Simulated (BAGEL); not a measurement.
**A workflow on singlet [SiHCl2O2]+**

Aim: a single-point energy (singlet [SiHCl2O2]+, HF/6-31G*), then the energy (doublet SiHCl2O2, NEVPT2(3,3)/6-31G*), then a single-point energy (doublet SiHCl2O2, CASPT2(3,3)/6-31G*) of Cl2HO2Si. 

The calculation is run with BAGEL 1.2.2.

### 1 The system as given

[SiHCl2O2]+ has 6 atoms, charge +1, and is taken as a singlet. As SMILES of the parent species, `[O][Si](O)(Cl)Cl`. The O3–H6 distance was set to 1.296 Å, away from the relaxed value. That shape belongs to the parent species and isn't relaxed for this state.

Bond lengths: O1–Si2 1.648 Å, Si2–O3 1.616 Å, Si2–Cl4 2.015 Å, Si2–Cl5 2.031 Å. Angles: O1–Si2–O3 113.7°, O1–Si2–Cl4 113.2°, O1–Si2–Cl5 98.7°, O3–Si2–Cl4 105.7°, O3–Si2–Cl5 114.0°, Cl4–Si2–Cl5 111.7°. A long bond or contact: O3–H6 1.296 Å.

### 2 A single-point energy at HF/6-31G(d) (density fitting with svp-jkfit, spherical functions) (run 1)

Contents of input.json:

```json
{ "bagel" : [

{
  "title" : "molecule",
  "basis" : "6-31gs.json",
  "df_basis" : "svp-jkfit",
  "geometry" : [
    { "atom" : "O", "xyz" : [ -2.67565755,  0.20783208,  1.78268637 ] },
    { "atom" : "Si", "xyz" : [ -0.87059116, -0.05616266, -0.74066493 ] },
    { "atom" : "O", "xyz" : [  1.62913856, -1.75124699, -0.28977627 ] },
    { "atom" : "Cl", "xyz" : [ -2.66110666, -1.62539123, -3.71188131 ] },
    { "atom" : "Cl", "xyz" : [ -0.14814886,  3.66810959, -1.32742489 ] },
    { "atom" : "H", "xyz" : [  3.01241242, -1.23436910,  1.66522666 ] }
  ]
},
{
  "title" : "hf",
  "charge" : 1
},
{
  "title" : "print",
  "file" : "orbitals.molden",
  "orbitals" : "true"
}

]}
```

The basis set 6-31G* is read from a file made from the Basis Set Exchange's data (not shown).

Command:

```console
$ BAGEL_NUM_THREADS=1 BAGEL input.json > input.out
```

The program printed:

```text
* using 1 threads per process

  ===============================================================
  ===============================================================

  *** Geometry ***

  { "atom" : "O", "xyz" : [     -2.675658,      0.207832,      1.782686 ] },
  { "atom" : "Si", "xyz" : [     -0.870591,     -0.056163,     -0.740665 ] },
  { "atom" : "O", "xyz" : [      1.629139,     -1.751247,     -0.289776 ] },
  { "atom" : "Cl", "xyz" : [     -2.661107,     -1.625391,     -3.711881 ] },
  { "atom" : "Cl", "xyz" : [     -0.148149,      3.668110,     -1.327425 ] },
  { "atom" : "H", "xyz" : [      3.012412,     -1.234369,      1.665227 ] },

  Number of auxiliary basis functions:      556

  Since a DF basis is specified, we compute 2- and 3-index integrals:
    o Being stored without compression. Storage requirement is 0.031 GB

  Number of basis functions:       84
  Number of electrons      :       65

    * METHOD: MOLECULE                             0.33

  *** RHF ***

  === Nuclear Repulsion ===
   364.9926807570

      * DIIS with orbital gradients will be used.

  === RHF iteration (6-31gs.json) ===
      0      -1357.11296411          0.02749562           0.13
      1      -1356.74043663          0.03711283           0.12
      2      -1357.66623235          0.00477009           0.12
      3      -1357.68453510          0.00640403           0.12
      4      -1357.71150554          0.00315254           0.12
      5      -1357.72688713          0.00146130           0.13
      6      -1357.73353701          0.00050314           0.12
      7      -1357.73457733          0.00031885           0.12
      8      -1357.73520053          0.00022184           0.13
      9      -1357.73527530          0.00016165           0.12
[... 22 lines of this table left out ...]
     32      -1357.73588943          0.00000004           0.12
     33      -1357.73588943          0.00000002           0.13
     34      -1357.73588943          0.00000001           0.13
     35      -1357.73588943          0.00000001           0.13
    * SCF iteration converged.

    * Permanent dipole moment:
           (   -0.348435,    -0.466227,    -1.896993) a.u.

    * METHOD: HF                                   4.71

    * METHOD: PRINT                                0.01

  ===============================================================
```

It took 5.4 s on 1 thread of Arm Neoverse V2, shared host; peak memory 0.14 GiB.

### 3 Doublet neutral SiHCl2O2: a single-point energy at NEVPT2(3,3)/6-31G(d) (density fitting with svp-jkfit, spherical functions) (run 2)

Contents of input.json:

```json
{ "bagel" : [

{
  "title" : "molecule",
  "basis" : "6-31gs.json",
  "df_basis" : "svp-jkfit",
  "geometry" : [
    { "atom" : "O", "xyz" : [    -2.67565755,     0.20783208,     1.78268637 ] },
    { "atom" : "Si", "xyz" : [    -0.87059116,    -0.05616266,    -0.74066493 ] },
    { "atom" : "O", "xyz" : [     1.62913856,    -1.75124699,    -0.28977627 ] },
    { "atom" : "Cl", "xyz" : [    -2.66110666,    -1.62539123,    -3.71188131 ] },
    { "atom" : "Cl", "xyz" : [    -0.14814886,     3.66810959,    -1.32742489 ] },
    { "atom" : "H", "xyz" : [     3.01241242,    -1.23436910,     1.66522666 ] }
  ]
},

{ "title" : "hf", "charge" : 1 },

{ "title" : "casscf", "nstate" : 1, "nact" : 3, "nclosed" : 31, "nspin" : 1, "active" : [24, 33, 34], "maxiter" : 200, "natocc" : true },

{
  "title" : "nevpt2",
  "nstate" : 1,
  "nact" : 3,
  "nclosed" : 31,
  "nspin" : 1,
  "active" : [24, 33, 34],
  "maxiter" : 200,
  "natocc" : true,
  "ncore" : 17
},

{ "title" : "print", "file" : "orbitals.molden", "orbitals" : true }

]}
```

The basis set 6-31G* is read from a file made from the Basis Set Exchange's data (not shown).

Command:

```console
$ BAGEL_NUM_THREADS=1 BAGEL input.json > input.out
```

The program printed:

```text
* using 1 threads per process

  ===============================================================
  ===============================================================

  *** Geometry ***

  { "atom" : "O", "xyz" : [     -2.675658,      0.207832,      1.782686 ] },
  { "atom" : "Si", "xyz" : [     -0.870591,     -0.056163,     -0.740665 ] },
  { "atom" : "O", "xyz" : [      1.629139,     -1.751247,     -0.289776 ] },
  { "atom" : "Cl", "xyz" : [     -2.661107,     -1.625391,     -3.711881 ] },
  { "atom" : "Cl", "xyz" : [     -0.148149,      3.668110,     -1.327425 ] },
  { "atom" : "H", "xyz" : [      3.012412,     -1.234369,      1.665227 ] },

  Number of auxiliary basis functions:      556

[... 21 lines left out ...]
    * SCF iteration converged.
[... 1 line left out ...]
    * Permanent dipole moment:
[... 28 lines left out ...]
    * Second-order optimization converged. *
[... 11 lines left out ...]
     * ci vector, state   0, <S^2> = 0.7500
       2a.    -0.9846889375
       .a2    -0.1743203777

    * METHOD: CASSCF                              12.57

    * freezing 17 orbitals

  === DF-NEVPT2 calculation ===

    * 3-index integral transformation done
    * assembly done

      NEVPT2 correlation energy:   -0.6257417629      0.16

          (+0)     -0.4891692039
          (+0)'    -0.0421049977
          (+1)     -0.0178846399
          (+1)'    -0.0000799506
          (+2)     -0.0006101606
          (-1)     -0.0717623421
          (-1)'    -0.0000588385
          (-2)     -0.0040716296

      NEVPT2 total energy:       -1358.9168302590

    * METHOD: NEVPT2                               0.38

    * METHOD: PRINT                                0.01

  ===============================================================
```

Run time: 18 s. Hardware: 1 thread of Arm Neoverse V2, shared host; peak memory 0.15 GiB.

### 4 Doublet neutral SiHCl2O2: the energy at CASPT2(3,3)/6-31G(d) (density fitting with svp-jkfit, spherical functions) (run 3)

Contents of job.json:

```json
{ "bagel" : [

{
  "title" : "molecule",
  "basis" : "6-31gs.json",
  "df_basis" : "svp-jkfit",
  "angstrom" : false,
  "geometry" : [
    { "atom" : "O", "xyz" : [    -2.67565755,     0.20783208,     1.78268637 ] },
    { "atom" : "Si", "xyz" : [    -0.87059116,    -0.05616266,    -0.74066493 ] },
    { "atom" : "O", "xyz" : [     1.62913856,    -1.75124699,    -0.28977627 ] },
    { "atom" : "Cl", "xyz" : [    -2.66110666,    -1.62539123,    -3.71188131 ] },
    { "atom" : "Cl", "xyz" : [    -0.14814886,     3.66810959,    -1.32742489 ] },
    { "atom" : "H", "xyz" : [     3.01241242,    -1.23436910,     1.66522666 ] }
  ]
},

{
  "title" : "hf",
  "charge" : 1
},

{
  "title" : "casscf",
  "nstate" : 1,
  "nact" : 3,
  "nclosed" : 31,
  "nspin" : 1,
  "active" : [24, 33, 34],
  "maxiter" : 200,
  "natocc" : true
},

{
  "title" : "print",
  "file" : "orbitals.molden",
  "orbitals" : true
},

{
  "title" : "smith",
  "method" : "caspt2",
  "ms" : true,
  "xms" : true,
  "sssr" : true,
  "shift" : 0.2,
  "shift_imag" : true,
  "ncore" : 17
}

]}
```

The basis set 6-31G* is read from a file made from the Basis Set Exchange's data (not shown).

Command:

```console
$ BAGEL_NUM_THREADS=1 BAGEL job.json > job.out
```

The program printed:

```text
* using 1 threads per process

  ===============================================================
  ===============================================================

  *** Geometry ***

  { "atom" : "O", "xyz" : [     -2.675658,      0.207832,      1.782686 ] },
  { "atom" : "Si", "xyz" : [     -0.870591,     -0.056163,     -0.740665 ] },
  { "atom" : "O", "xyz" : [      1.629139,     -1.751247,     -0.289776 ] },
  { "atom" : "Cl", "xyz" : [     -2.661107,     -1.625391,     -3.711881 ] },
  { "atom" : "Cl", "xyz" : [     -0.148149,      3.668110,     -1.327425 ] },
  { "atom" : "H", "xyz" : [      3.012412,     -1.234369,      1.665227 ] },

  Number of auxiliary basis functions:      556

[... 21 lines left out ...]
    * SCF iteration converged.
[... 1 line left out ...]
    * Permanent dipole moment:
[... 28 lines left out ...]
    * Second-order optimization converged. *
[... 11 lines left out ...]
     * ci vector, state   0, <S^2> = 0.7500
[... 16 lines left out ...]
    * Zeroth order energy : state  0       -1.5310481724
[... 4 lines left out ...]
       #      aibj      arbs      arbi      airj      risj      airs      arst      rist         Etot      error   time
[... 2 lines left out ...]
       0  -0.48748  -0.00484  -0.07597  -0.01960  -0.00075  -0.03841  -0.00007  -0.00009   -0.6272080  0.0017800   0.08
       1  -0.48772  -0.00488  -0.07624  -0.01972  -0.00080  -0.03902  -0.00007  -0.00010   -0.6285461  0.0002689   0.07
       2  -0.48774  -0.00488  -0.07620  -0.01972  -0.00080  -0.03906  -0.00007  -0.00010   -0.6285831  0.0000566   0.07
       3  -0.48774  -0.00488  -0.07620  -0.01971  -0.00081  -0.03907  -0.00007  -0.00010   -0.6285844  0.0000124   0.07
       4  -0.48774  -0.00488  -0.07620  -0.01971  -0.00081  -0.03907  -0.00007  -0.00010   -0.6285845  0.0000027   0.08
       5  -0.48774  -0.00488  -0.07620  -0.01971  -0.00081  -0.03907  -0.00007  -0.00010   -0.6285845  0.0000006   0.08

      ------------------------------------------------------------------------------------------------------------------

    * CASPT2 energy : state  0    -1358.9227519286
        w/o shift correction      -1358.9196729658
        reference weight              0.8288170758

    * METHOD: SMITH                                0.78

  ===============================================================
```

Run time: 19 s. Hardware: 1 thread of Arm Neoverse V2, shared host; peak memory 0.2 GiB.

### 5 Outcome

| quantity | value |
| --- | --- |
| run 1, HF/6-31G*: total energy | -1357.73589 Eh |
| run 1, HF/6-31G*: HOMO energy | -18.22 eV |
| run 1, HF/6-31G*: LUMO energy | -11.31 eV |
| run 1, HF/6-31G*: HOMO–LUMO gap | 6.91 eV |
| doublet neutral SiHCl2O2, run 2: total energy | -1358.91683 Eh |
| doublet neutral SiHCl2O2, run 3: total energy | -1358.92275 Eh |
